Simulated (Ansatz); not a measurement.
**C₄H₁₃ClO₅W: up Jacob's ladder to CCSD(T)**

An exercise on one series of results from a longer session: the logs are not shown, and one member is left open.

The runs use Ansatz 0.2.0, Gaussian basis; functionals in def2-TZVPP, the program's frozen cores in correlated methods.

The runs, in order: LDA (SPW92), PBE-D4, revPBE-D4, BLYP-D4, r2SCAN-D4, B97M-V, PBE0-D4, B3LYP-D4, r2SCANh-D4, r2SCAN0-D4, HSE06-D4, BHLYP-D4, CAM-B3LYP-D4, LC-ωPBE, ωB97X-V, ωB97M-V, B2PLYP, PBE-QIDH; CCSD(T)/def2-SVP; CCSD(T)/def2-TZVPP; MP2/def2-QZVPP; extrapolation to the limit; RPA on PBE.

**Structure used throughout**

The geometry comes from an earlier relaxation with PBE0-D4 in a triple-zeta def2 set; it is a stationary point, not always the lowest conformer. W takes the def2 core potential; no spin-orbit term is included.

SMILES `C[O][W]([OH])([Cl])([O]C)([O]C)[O]C`, 24 atoms, charge 0, spin multiplicity 1.

Atoms are counted from 1 here; the program's logs count them from 0.

Bond lengths: C1–O2 1.399 Å, C1–H12 1.093 Å, C1–H13 1.095 Å, C1–H14 1.093 Å, O2–W3 1.858 Å, W3–O4 1.918 Å, W3–Cl5 2.452 Å, W3–O6 1.858 Å, W3–O8 1.858 Å, W3–O10 1.894 Å, O4–H15 0.960 Å, O6–C7 1.391 Å, C7–H16 1.096 Å, C7–H17 1.095 Å, C7–H18 1.092 Å, O8–C9 1.393 Å, C9–H19 1.094 Å, C9–H20 1.095 Å and more. Angles: O2–C1–H12 109.2°, O2–C1–H13 110.2°, O2–C1–H14 109.3°, H12–C1–H13 109.5°, H12–C1–H14 109.0°, H13–C1–H14 109.6°, C1–O2–W3 137.1°, O2–W3–O4 94.1°, O2–W3–Cl5 175.6°, O2–W3–O6 95.0°, O2–W3–O8 98.5°, O2–W3–O10 91.6°, O4–W3–Cl5 82.3°, O4–W3–O6 88.6°, O4–W3–O8 166.6°, O4–W3–O10 86.8°, Cl5–W3–O6 87.3°, Cl5–W3–O8 85.0° and more.

The first run:

File in.yaml:

```yaml
crystal:
  periodic: [false, false, false]
  atoms:
    - {symbol: C, position_ang: [1.405710, -2.568779, -0.550734]}
    - {symbol: O, position_ang: [0.400266, -1.884069, 0.139279]}
    - {symbol: W, position_ang: [-0.248944, -0.145725, 0.226108]}
    - {symbol: O, position_ang: [-1.442387, -0.371649, -1.258616]}
    - {symbol: Cl, position_ang: [-1.125503, 2.143021, 0.155418]}
    - {symbol: O, position_ang: [-1.660218, -0.557587, 1.362465]}
    - {symbol: C, position_ang: [-3.047113, -0.454264, 1.389125]}
    - {symbol: O, position_ang: [0.857366, 0.494353, 1.575136]}
    - {symbol: C, position_ang: [1.623804, 1.616411, 1.880569]}
    - {symbol: O, position_ang: [1.033348, 0.450976, -1.034133]}
    - {symbol: C, position_ang: [0.976730, 1.049423, -2.288755]}
    - {symbol: H, position_ang: [2.060323, -3.066411, 0.169575]}
    - {symbol: H, position_ang: [1.991739, -1.870598, -1.156744]}
    - {symbol: H, position_ang: [0.949775, -3.322441, -1.198076]}
    - {symbol: H, position_ang: [-1.903002, 0.393930, -1.609270]}
    - {symbol: H, position_ang: [-3.460308, -0.765931, 0.423476]}
    - {symbol: H, position_ang: [-3.330989, 0.584914, 1.583373]}
    - {symbol: H, position_ang: [-3.441455, -1.094652, 2.181363]}
    - {symbol: H, position_ang: [0.969956, 2.479862, 2.031993]}
    - {symbol: H, position_ang: [2.309439, 1.830488, 1.053665]}
    - {symbol: H, position_ang: [2.194546, 1.420042, 2.791147]}
    - {symbol: H, position_ang: [0.605373, 2.075799, -2.188896]}
    - {symbol: H, position_ang: [1.977599, 1.071764, -2.727525]}
    - {symbol: H, position_ang: [0.303944, 0.491134, -2.949923]}
basis:
  gaussian: {orbitals: def2-TZVPP}
hamiltonian: {xc: lda}
output: {orbitals: {seedname: orbitals}}
```

On the command line:

```console
> ansatz run in.yaml --threads 11 --pin off --events-out ev --progress --plain --max-ram 120832MiB --backend cuda --devices 0, --max-vram 75GiB
```

Among the steps run: LDA; PBE-D4 (GGA); revPBE-D4 (GGA); BLYP-D4 (GGA); r2SCAN-D4 (meta-GGA); B97M-V (meta-GGA); B3LYP-D4 (hybrid); r2SCANh-D4 (hybrid); r2SCAN0-D4 (hybrid); HSE06-D4 (hybrid); BHLYP-D4 (hybrid); CAM-B3LYP-D4 (range-separated); LC-ωPBE (range-separated); ωB97X-V (range-separated); ωB97M-V (range-separated); B2PLYP (double hybrid); PBE-QIDH (double hybrid).

One of the session's tables, all rows but one given; the rest of the session is left out.

It belongs to the step «Frontier levels by functional». 

| functional | HOMO (eV) | LUMO (eV) | gap (eV) |
| --- | --- | --- | --- |
| LDA (SPW92) | -6.57 | -2.85 | 3.72 |
| PBE-D4 | -6.38 | -2.67 | 3.71 |
| revPBE-D4 | -6.30 | -2.60 | 3.70 |
| BLYP-D4 | -6.22 | -2.57 | 3.65 |
| r2SCAN-D4 | -6.72 | -2.67 | 4.06 |
| B97M-V | -6.85 | -2.71 | 4.14 |
| PBE0-D4 | -7.82 | -2.05 | 5.77 |
| B3LYP-D4 | -7.54 | -2.25 | 5.29 |
| r2SCANh-D4 | -7.26 | -2.43 | 4.83 |
| r2SCAN0-D4 | -8.06 | -2.05 | 6.02 |
| HSE06-D4 | -7.41 | -2.42 | 4.99 |
| BHLYP-D4 | ? | ? | ? |
| CAM-B3LYP-D4 | -9.22 | -1.04 | 8.18 |
| LC-ωPBE | -10.62 | 0.06 | 10.69 |
| ωB97X-V | -10.27 | -0.03 | 10.24 |
| ωB97M-V | -10.15 | -0.07 | 10.08 |

Estimate the missing values for BHLYP-D4.

Worked estimate for «HOMO (eV)». Against the share of exact exchange, BLYP-D4 (0, -6.22), B3LYP-D4 (0.2, -7.54) give a slope of -6.60 per unit share; at 0.5 the line stands at -9.52.

As computed: HOMO (eV): -9.14; LUMO (eV): -1.26; gap (eV): 7.88. In «HOMO (eV)» the line misses by -0.38.
